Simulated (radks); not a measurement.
# Rh in [Kr] 4d6 5s1 4f2: an all-electron calculation

Wanted: eigenvalues, radial structure and energy terms of neutral rhodium.

Program: radks (a radial shooting solver on a logarithmic mesh, Libxc functionals) version 1. Level of theory: scalar-relativistic Kohn-Sham, revPBE, spin-unpolarised, spherical densities, point nucleus. These are calculated values, not measurements, unless marked.

### 1 Starting point

- element: rhodium (Z = 45)
- charge: 0
- electrons: 45
- configuration: [Kr] 4d6 5s1 4f2

The outer shells:

Rh
```
[Kr] core
4d [↑↓][↑ ][↑ ][↑ ][↑ ]
5s [↑ ]
4f [↑ ][↑ ][  ][  ][  ][  ][  ]
```

### 2 The run

The run's settings:

```text
Z 45
configuration [Kr] 4d6 5s1 4f2 5p0 6s0 5d0 5f0
relativity scalar-relativistic
functional pbe_r,pbe
spin unpolarised
nucleus point
c 137.035999084
```

Started as:

```bash
$ python run_ks.py task.json out
```

All runs below come from this command, one after another.

Q: Predict the outcome of this run.

As calculated:

| quantity | value |
| --- | --- |
| total energy | -4783.27252 hartree |
| exchange-correlation share of it | 2.88 % |
| −T/E | 1.0357 |
| highest occupied level | 4f, -0.616 eV |
| most extended occupied level | 4f, <r> = 10.5 bohr |
| radius at density 0.001 e/bohr³ | 3.92 bohr |
| maxima of the radial density | 5 |

5 principal shells are occupied and 5 maxima appear in the radial density. −T/E is 1.036: with relativity the kinetic term as defined here no longer equals −E. This is not the tabulated ground configuration, so its levels and sizes aren't those of the ground state, and no measured value stands beside it.
